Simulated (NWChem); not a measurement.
# TiNH3OF2 (SMILES [NH2][Ti]([OH])([F])[F]): levels of theory compared

Wanted: a comparison of 5 runs (HF/STO-3G, HF/3-21G, B3LYP/6-31G*, PBE/def2-SVP) of TiNH3OF2. 

The results are computed with NWChem 7.3.0.

## 1. The structure to begin with

TiNH3OF2: 8 atoms, total charge 0, spin state singlet. As SMILES, `[NH2][Ti]([OH])([F])[F]`. The coordinates come from a PBE0-D4/def2-TZVP relaxation. This is one conformer, not always the lowest.

Bond lengths: N1–Ti2 1.863 Å, Ti2–O3 1.772 Å, Ti2–F4 1.767 Å, Ti2–F5 1.766 Å, N1–H6 1.011 Å, N1–H7 1.010 Å, O3–H8 0.957 Å. Angles: N1–Ti2–O3 106.5°, N1–Ti2–F4 109.5°, N1–Ti2–F5 110.0°, O3–Ti2–F4 112.8°, O3–Ti2–F5 112.0°, F4–Ti2–F5 106.1°, Ti2–N1–H6 124.5°, Ti2–N1–H7 124.4°, Ti2–O3–H8 143.1°, H6–N1–H7 111.1°.

## 2. Energy and gradient at HF/STO-3G (run 1)

mol.nw

```
start mol
memory stack 880 mb heap 220 mb global 1100 mb
geometry units angstrom noautosym nocenter noautoz
 N       -0.483100       1.297900      -0.171700
 Ti       0.433300      -0.323200      -0.205900
 O       -0.549300      -1.476600       0.712200
 F        0.686600      -0.822500      -1.882200
 F        2.042700      -0.120400       0.492100
 H       -0.189000       2.132800      -0.659500
 H       -1.352300       1.451300       0.318900
 H       -0.497100      -2.196200       1.340400
end
basis spherical bse
 * library STO-3G
end
scf
 singlet
 rhf
 thresh 1e-08
 maxiter 80
 print medium
end
task scf gradient
```

Launch:

```console
nwchem mol.nw > mol.out
```

Log:

```text
[...]
  functions       =    41
[...]
  wavefunction    = RHF
[...]
         Total SCF energy =  -1165.549794427042
      One-electron energy =  -2255.733186839622
      Two-electron energy =    764.129662740893
 Nuclear repulsion energy =    326.053729671687
        Time for solution =      2.4s
[...]
                         RHF ENERGY GRADIENTS
    atom               coordinates                        gradient
                 x          y          z           x          y          z
   1 N      -0.912927   2.452675  -0.324466   -0.009443   0.012228   0.001843
   2 Ti      0.818818  -0.610759  -0.389095   -0.033990   0.037140   0.005387
   3 O      -1.038026  -2.790369   1.345863   -0.023938  -0.039058   0.036095
   4 F       1.297486  -1.554300  -3.556842    0.006843  -0.013394  -0.051530
   5 F       3.860143  -0.227523   0.929934    0.049170   0.007477   0.022640
   6 H      -0.357158   4.030408  -1.246274    0.002451  -0.012327   0.002807
   7 H      -2.555476   2.742559   0.602634    0.009461  -0.007722  -0.003533
   8 H      -0.939383  -4.150216   2.532989   -0.000555   0.015655  -0.013709
[...]
```

It took 3.9 s on 1 thread of AMD EPYC 9R45 (Zen 5), shared host; peak memory 0.1 GiB.

## 3. Energy and forces at HF/3-21G (run 2)

run.py

```python
from ase import Atoms
from ase.calculators.nwchem import NWChem

molecule = Atoms(['N', 'Ti', 'O', 'F', 'F', 'H', 'H', 'H'], positions=[
    [-0.483100, 1.297900, -0.171700],
    [0.433300, -0.323200, -0.205900],
    [-0.549300, -1.476600, 0.712200],
    [0.686600, -0.822500, -1.882200],
    [2.042700, -0.120400, 0.492100],
    [-0.189000, 2.132800, -0.659500],
    [-1.352300, 1.451300, 0.318900],
    [-0.497100, -2.196200, 1.340400],
])

calc = NWChem(
    label='f2h3noti',
    theory='scf',
    memory='2200 mb',
    basis='3-21G',
    basispar='spherical bse',
    scf={'nopen': '0', 'rhf': None, 'thresh': '1e-08', 'maxiter': '80'},
)
molecule.calc = calc

forces = molecule.get_forces()
print(f"energy = {molecule.get_potential_energy():.6f} eV")
print("forces (eV/A):")
for s, f in zip(molecule.symbols, forces):
    print(f"{s:2s} {f[0]:10.5f} {f[1]:10.5f} {f[2]:10.5f}")
print("dipole (e A):", molecule.get_dipole_moment().round(4))
```

Launch:

```console
export ASE_NWCHEM_COMMAND="nwchem PREFIX.nwi > PREFIX.nwo"
python run.py
```

Log:

```text
energy = -31909.534587 eV
forces (eV/A):
N     0.36463   -0.43323   -0.07965
Ti   -0.34242    0.05569   -0.04931
O     1.22174    0.69358   -0.60354
F    -0.10572    0.25876    1.11282
F    -0.99522   -0.20240   -0.44789
H    -0.00195   -0.14568    0.07394
H     0.15242   -0.10696   -0.06644
H    -0.29352   -0.11971    0.06001
dipole (e A): [-0.3985  0.0784  0.4078]
```

The calculator wrote f2h3noti.nwi:

```
title "f2h3noti"

permanent_dir f2h3noti

scratch_dir f2h3noti

start f2h3noti

geometry units angstrom nocenter noautosym noautoz
  N  -4.8309999999999997e-01 1.2979000000000001e+00 -1.7169999999999999e-01
  Ti 4.3330000000000002e-01 -3.2319999999999999e-01 -2.0590000000000000e-01
  O  -5.4930000000000001e-01 -1.4765999999999999e+00 7.1220000000000006e-01
  F  6.8659999999999999e-01 -8.2250000000000001e-01 -1.8822000000000001e+00
  F  2.0427000000000000e+00 -1.2039999999999999e-01 4.9209999999999998e-01
  H  -1.8900000000000000e-01 2.1328000000000000e+00 -6.5949999999999998e-01
  H  -1.3523000000000001e+00 1.4513000000000000e+00 3.1890000000000002e-01
  H  -4.9709999999999999e-01 -2.1962000000000002e+00 1.3404000000000000e+00
end

memory 2200 mb

basis spherical bse noprint
   * library 3-21G
end

scf
  nopen 0
  rhf
  thresh 1e-08
  maxiter 80
end

task scf gradient
```

f2h3noti.nwo:

```text
Northwest Computational Chemistry Package (NWChem) 7.3.0
             --------------------------------------------------------

           Job information
           ---------------

    nwchem branch   = 7.3.0
    use scalapack   = T
    input           = f2h3noti.nwi
    prefix          = f2h3noti.
    data base       = f2h3noti/f2h3noti.db
    status          = startup
    nproc           =        1

           Memory information
           ------------------

[... 5 lines left out ...]
    hardfail = no
[... 137 lines left out ...]
         Quadratically convergent ROHF
[... 15 lines left out ...]
       Final RHF  results
[... 4 lines left out ...]
      Two-electron energy =    763.225582484206
[... 48 lines left out ...]
                       ROHF Final Molecular Orbital Analysis
[... 306 lines left out ...]
                 ----------------------------------------
                 |  Time  |  1-e(secs)   |  2-e(secs)   |
                 ----------------------------------------
                 |  CPU   |       0.00   |       1.06   |
                 ----------------------------------------
                 |  WALL  |       0.00   |       1.06   |
                 ----------------------------------------

 Task  times  cpu:        4.5s     wall:        4.5s
 Total times  cpu:        4.6s     wall:        4.6s
```

It took 5.4 s on 1 thread of AMD EPYC 9R45 (Zen 5), shared host; peak memory 0.099 GiB.

Runs 3 to 4 aren't shown in full; the table further down has their settings and results.

## 4. Energy and forces at B3LYP/6-31G(d) (spherical functions) (run 5)

sp.nw

```
start sp
title "F2H3NOTi B3LYP"
memory total 2200 mb
geometry units atomic noautosym nocenter noautoz
N     -0.91292669     2.45267554    -0.32446598
Ti     0.81881833    -0.61075948    -0.38909461
O     -1.03802656    -2.79036960     1.34586295
F      1.29748596    -1.55429974    -3.55684251
F      3.86014355    -0.22752303     0.92993423
H     -0.35715824     4.03040788    -1.24627438
H     -2.55547664     2.74255952     0.60263366
H     -0.93938286    -4.15021651     2.53298890
end
basis spherical bse
* library 6-31G*
end
dft
xc b3lyp
mult 1
grid fine
convergence energy 1e-08
maxiter 100
mulliken
end
task dft gradient
```

Launch:

```console
nwchem sp.nw > sp.out
```

Log:

```text
[...]
          Wavefunction type:  closed shell.
          No. of atoms     :     8
          No. of electrons :    58
[...]
          Charge           :     0
          Spin multiplicity:     1
[...]
          AO basis - number of functions:    96
[...]
              XC Information
              --------------
                         B3LYP Method XC Potential
                     Hartree-Fock (Exact) Exchange  0.200
                        Slater Exchange Functional  0.800 local
                    Becke 1988 Exchange Functional  0.720 non-local
              Lee-Yang-Parr Correlation Functional  0.810
                  VWN I RPA Correlation Functional  0.190 local
[...]
 d= 0,ls=0.0,diis     1  -1180.6320586571 -1.51D+03  4.52D-02  3.25D+00     2.0
[...]
 d= 0,ls=0.0,diis    12  -1181.1064457063 -2.31D-09  7.35D-07  1.41D-08    17.8
         Total DFT energy =    -1181.106445706264
      One electron energy =    -2272.846028474802
           Coulomb energy =      845.404343651843
    Exchange-Corr. energy =      -79.718467055998
 Nuclear repulsion energy =      326.053706172693
[...]
      Total Density - Mulliken Population Analysis
     ---------------------------------------------
    Atom       Charge   Shell Charges
 -----------   ------   -------------------------------------------------------
    1 N    7     7.96   2.00  0.77  2.50  0.91  1.76  0.02
    2 Ti  22    20.53   2.00  2.00  6.00  2.01  6.02  0.13  0.36  0.01  0.09  0.95  0.94  0.03
    3 O    8     8.78   2.00  0.89  2.93  0.99  1.96  0.01
    4 F    9     9.44   2.00  0.93  3.29  1.06  2.16  0.01
    5 F    9     9.44   2.00  0.93  3.29  1.06  2.16  0.01
    6 H    1     0.65   0.50  0.15
    7 H    1     0.65   0.50  0.15
    8 H    1     0.56   0.47  0.09
[...]
  wavefunction    = closed shell
[...]
```

Wall time 26 s (1 thread of AMD EPYC 9R45 (Zen 5), shared host); peak memory 0.13 GiB.

## 5. All runs side by side

| run | level | Cartesian functions | iteration cap | energy (Eh) | dipole moment (D) | HOMO energy (eV) | LUMO energy (eV) | wall time |
| --- | --- | --- | --- | --- | --- | --- | --- | --- |
| 1 | HF/STO-3G | no | 80 | -1165.549794 | 1.44 | -8.37 | 9.22 | 3.9 s |
| 2 | HF/3-21G | no | 80 | -1172.653777 | 2.76 | -11.25 | 1.69 | 5.4 s |
| 3 | B3LYP/6-31G* (Cartesian functions) | yes | 100 | -1181.121895 | – | – | – | 28 s |
| 4 | PBE/def2-SVP | no | 100 | -1180.268585 | – | – | – | 25 s |
| 5 | B3LYP/6-31G* (spherical functions) | no | 100 | -1181.106446 | 2.49 | -7.37 | -1.82 | 26 s |

## 6. What came out

```
                       quantity           value
            run 5: total energy  -1181.10645 Eh
           run 5: dipole moment          2.49 D
             run 5: HOMO energy        -7.37 eV
             run 5: LUMO energy        -1.82 eV
           run 5: HOMO–LUMO gap         5.54 eV
run 5: largest force on an atom      0.495 eV/Å
```

**Reading.** Over runs 1, 2, 5 the dipole moment (its size) runs from 1.44 D (HF/STO-3G) to 2.76 D (HF/3-21G). Over runs 1, 2, 5 the HOMO–LUMO gap runs from 5.54 eV (B3LYP/6-31G*) to 17.59 eV (HF/STO-3G). The two ends differ in method and basis. Totals of different functionals can't be ranked against each other. In run 1 the basis is minimal, so the values are rough. All runs together took 88 s, the longest 28 s.
